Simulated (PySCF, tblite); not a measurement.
# C5H8O4Si: geometry, infrared bands and NMR shifts

What infrared bands and NMR shifts should C5H8O4Si (`CO/C=C(/OC=O)C(=O)[SiH3]`) show?

Programs: tblite 0.8.0 and PySCF 2.14.0, with density-fitted response routines of our own. Each step states its level of theory. These are calculated values for one molecule in the gas phase, unless marked as measured. Atoms are numbered from 0 throughout.

## 1. The starting structure

18 atoms, charge 0, multiplicity 1; geometry from: force field or distance geometry start.

Bonds of the start (Å): C0–O1 1.43, O1–C2 1.36, C2–C3 1.30, C3–O4 1.39, O4–C5 1.39, C5–O6 1.28, C3–C7 1.48, C7–O8 1.27, C7–Si9 1.86, C0–H10 1.10, C0–H11 1.12, C0–H12 1.10, C2–H13 1.10, C5–H14 1.08, Si9–H15 1.46, Si9–H16 1.48, Si9–H17 1.47.

## 2. Geometry optimisation with GFN2-xTB

The job: settings as JSON, then the geometry in Å.

```
{"job": {"kind": "relax", "xc": "GFN2-xTB", "basis": "xTB"}, "charge": 0, "multiplicity": 1}
C      3.012000    -0.083100     0.162000
O      1.840400     0.685800     0.447700
C      0.866800     0.890700    -0.482400
C     -0.242600     0.211800    -0.552000
O     -1.159200     0.531700    -1.551700
C     -1.671000     1.828900    -1.564300
O     -1.231900     2.586000    -0.627600
C     -0.512000    -0.869400     0.414700
O      0.305600    -1.182700     1.331400
Si    -2.127900    -1.759100     0.197900
H      3.668900    -0.137000     1.043200
H      2.696000    -1.127200    -0.096200
H      3.491500     0.370400    -0.716300
H      1.042400     1.692100    -1.212200
H     -2.376500     2.200400    -2.289200
H     -2.305000    -2.842300     1.154400
H     -2.124400    -2.256100    -1.200000
H     -3.181800    -0.734600     0.264300
```

On the command line:

```sh
> OMP_NUM_THREADS=1 python probes_run.py task.json out
```

This one command runs all jobs of the session in turn.

**Question.** This job is followed by: GFN2-xTB harmonic vibrations, gas phase; GIAO PBE0/pcSseg-1 NMR shielding, non-relativistic, gas phase. Predict these results of the whole session: strongest single infrared mode (GFN2-xTB); zero-point energy (GFN2-xTB); ¹³C shifts against TMS (PBE0/pcSseg-1); ¹H shifts against TMS (PBE0/pcSseg-1, means over atoms taken as alike); ¹⁷O shifts against H2O (PBE0/pcSseg-1); ²⁹Si shifts against TMS (PBE0/pcSseg-1).

As calculated:

| quantity | value |
| --- | --- |
| strongest single infrared mode (GFN2-xTB) | 1772 cm⁻¹, 534 km/mol |
| zero-point energy (GFN2-xTB) | 74.4 kcal/mol |
| ¹³C shifts against TMS (PBE0/pcSseg-1) | 220.3, 162.6, 155.7, 146.4, 62.2 ppm |
| ¹H shifts against TMS (PBE0/pcSseg-1, means over atoms taken as alike) | 8.44, 8.29, 4.15, 3.96 ppm |
| ¹⁷O shifts against H2O (PBE0/pcSseg-1) | 810.3, 450.3, 225.9, 123.4 ppm |
| ²⁹Si shifts against TMS (PBE0/pcSseg-1) | -85.0 ppm |

What this shows: The optimisation took 181 steps and gained 1.411 eV; among the close pairs (by a distance rule), C5–O6 changed most, from 1.282 to 1.197 Å. No mode is imaginary among the 48: a minimum at this level. The strongest single mode, at 1772 cm⁻¹, moves mainly C5 and O6. GFN2-xTB is a fitted tight-binding method: band positions and strengths are rough. Its intensities can rank the bands wrongly. At PBE0/pcSseg-1: The widest tensor belongs to O8: span 1763 ppm, with a paramagnetic part of -877 ppm.
